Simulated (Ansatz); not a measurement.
**TiSi3W: further runs on a relaxed guess**

The task, for TiSi3W: see whether it has a gap, which orbitals make up the states near it and how charge is shared.

Computed with Ansatz 0.2.0 (DFT PBE, scalar-relativistic, plane waves, PAW, unless a step's input says otherwise).

1 further run of the same task is left out (set aside as unsound or not needed).

## Step 1: The system as given

It takes space group P6/mmm (No. 191, hexagonal). Conventional cell: a = 4.967 Å, b = 4.967 Å, c = 4.668 Å, α = 90.00°, β = 90.00°, γ = 120.00°. Ti (site symmetry 6/mmm) is surrounded by 2 W at 2.33 Å and 6 Si at 2.48 Å. Si (site symmetry mmm) is surrounded by 2 Ti at 2.48 Å and 4 Si at 2.48 Å. Around W (site symmetry 6/mmm) lie 2 Ti at 2.33 Å.

Structure file:

```
Ti Si W
1.0
     4.96667    0.00000    0.00000
    -2.48333    4.30126    0.00000
     0.00000    0.00000    4.66846
Ti Si W
1 3 1
Direct
  0.00000 0.00000 0.50000
  0.50000 0.00000 0.50000
  0.00000 0.50000 0.50000
  0.50000 0.50000 0.50000
  0.00000 0.00000 0.00000
```

It is the end of an earlier relaxation with the same method, from a generated guess; it is a trial structure. At a tolerance of 0.05 Å it has space group P6/mmm (No. 191); it has 19.95 Å³/atom, an uncorrected energy of +1.12 eV/atom over the elements.

## Step 2: Electronic structure at the relaxed geometry

Input file input.yaml:

```yaml
crystal:
  lattice:
    - [4.9666685513, 0.0, 0.0]
    - [-2.4833342756, 4.3012611377, 0.0]
    - [0.0, 0.0, 4.6684579631]
  atoms:
    - { symbol: Ti, position: [0.0, 0.0, 0.5] }
    - { symbol: Si, position: [0.5, 0.0, 0.5] }
    - { symbol: Si, position: [0.0, 0.5, 0.5] }
    - { symbol: Si, position: [0.5, 0.5, 0.5] }
    - { symbol: W, position: [0.0, 0.0, 0.0] }
basis:
  ecutwfc: 420
kpoints:
  mp_grid: { grid: [12, 12, 8] }
  band_path:
    path:
      - [[0.0, 0.0, 0.0], [0.5, 0.0, 0.0], [0.33333333, 0.33333333, 0.0], [0.0, 0.0, 0.0], [0.0, 0.0, 0.5], [0.5, 0.0, 0.5], [0.33333333, 0.33333333, 0.5], [0.0, 0.0, 0.5]]
      - [[0.5, 0.0, 0.5], [0.5, 0.0, 0.0]]
      - [[0.33333333, 0.33333333, 0.5], [0.33333333, 0.33333333, 0.0]]
    npoints: 14
hamiltonian:
  xc: pbe
scf:
  occupations: { method: gaussian, width: 0.1 }
  n_extra_bands: 12
output:
  forces: true
  stress: true
  eigenvalues: true
  populations: true
  dos: { projected: true, de: 0.02, nscf_kmesh: { grid: [15, 15, 10] } }
  bader: true
```

Launch:

```
ansatz run input.yaml --threads 1 --pin off --max-ram 2560MiB --backend cpu --events-out ev --progress --plain --runs-dir out
```

Before running it: what results should come out? Wanted: gap; states at the Fermi level; Bader charges.

As calculated:

```
                 quantity                          value
                      gap                   none (metal)
states at the Fermi level           3.93 per eV per cell
            Bader charges  Ti +0.72, Si -0.24, W -0.00 e
```

What this shows: There is no gap at this level. Of the projected weight within 0.25 eV of the Fermi level, the largest part is W 5d (70 %) and Si 3p (13 %). Charge transfer between the atoms is moderate (Bader charges up to 0.7 e). These runs have no spin-orbit coupling; with W it would split and shift bands.
